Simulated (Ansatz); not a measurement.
Task: a single point from an input written key by key of C2H5AlBr, SMILES [CH2][Al]([CH3])[Br], with Ansatz 0.2.0 through its Python package. Give the script and its output. Use: PBE0, def2-SVP basis, multiplicity 2.

Contents of `c2h5albr.yaml`:
```yaml
crystal:
  periodic: [false, false, false]
  atoms:
    - { symbol: C, position_ang: [0.0739, 1.7611, -0.7705] }
    - { symbol: Al, position_ang: [-0.263, -0.1516, -0.5367] }
    - { symbol: C, position_ang: [0.5063, -1.0782, 1.0182] }
    - { symbol: Br, position_ang: [-1.4818, -1.3568, -2.1086] }
    - { symbol: H, position_ang: [-0.4946, 2.1339, -1.7196] }
    - { symbol: H, position_ang: [-0.3826, 2.3663, 0.0927] }
    - { symbol: H, position_ang: [-0.2419, -1.5307, 1.6464] }
    - { symbol: H, position_ang: [1.2651, -1.8581, 0.6714] }
    - { symbol: H, position_ang: [1.1071, -0.3321, 1.6896] }
magnetization:
  spin_polarized: true
  initial_magnetization: 1
basis:
  gaussian: { orbitals: def2-SVP }
hamiltonian:
  xc: pbe0
output:
  forces: true
```

The script, `deck_c2h5albr.py`:
```python
"""Run C2H5AlBr from an input written out key by key."""

import ansatz as az
import numpy as np

session = az.Session.from_deck("c2h5albr.yaml")
report = session.plan(threads=1).execute().report

print("reference energy %16.6f eV" % report["reference_energy_ev"])
print("total energy     %16.6f eV" % report["free_energy_ev"])
print("occupied orbitals outside the frozen core (up, down):", report["n_occupied"], " frozen:", report["n_frozen"], " virtual:", report["n_virtual"])
symbols = ["C", "Al", "C", "Br", "H", "H", "H", "H", "H"]
field = report["mean_field"]
print("<S^2> =", round(abs(field["state"]["spin_squared"]), 4), " all-electron relativity setting:", field["relativity"])
print("passes:", field["passes"])
if "symmetry" in field:
    print("occupied orbitals by irrep:", field["symmetry"]["occupied"])

print("forces (eV/A)")
for symbol, f in zip(symbols, report["forces_ev_ang"]):
    print(f"  {symbol:2s} {f[0]:9.4f} {f[1]:9.4f} {f[2]:9.4f}")
charges = report["charge_distribution"]
print("dipole moment", round(4.803205 * float(np.linalg.norm(charges["dipole_moment_e_ang"])), 3), "D")
print("Mulliken:", [(s, round(q, 3)) for s, q in zip(symbols, charges["mulliken_charges_e"])])
```

```console
$ python deck_c2h5albr.py
reference energy    -78772.758506 eV
total energy        -78772.758506 eV
occupied orbitals outside the frozen core (up, down): [33, 32]  frozen: 0  virtual: [70, 71]
<S^2> = 0.7544  all-electron relativity setting: none
passes: {'evaluations': 17, 'products': 15}
occupied orbitals by irrep: [{'A': 33}, {'A': 32}]
forces (eV/A)
  C    -3.2377    0.4392   -0.6750
  Al    0.7013   -0.2368    0.0841
  C     2.1039    0.9837   -0.0180
  Br    0.3218    0.4389    0.4489
  H     1.4149   -0.1554    1.1885
  H     1.1065   -0.3939   -0.8078
  H    -0.4969   -0.6309    0.4883
  H    -0.9241    0.6349    0.4342
  H    -0.9897   -1.0797   -1.1431
dipole moment 1.683 D
Mulliken: [('C', -0.391), ('Al', 0.756), ('C', -0.464), ('Br', -0.339), ('H', 0.092), ('H', 0.09), ('H', 0.081), ('H', 0.091), ('H', 0.085)]
```

Notes:
- Total energies depend on the basis set; only differences at equal settings carry meaning.
- The geometry is a force-field or estimated start, not a minimum of this method, and the basis set is short of its limit.
- The run takes the species as open-shell (spin multiplicity 2), which needn't be its ground state.
- Run time: 10 s on 1 thread of Arm Neoverse V1 (shared host), peak memory 0.36 GiB.
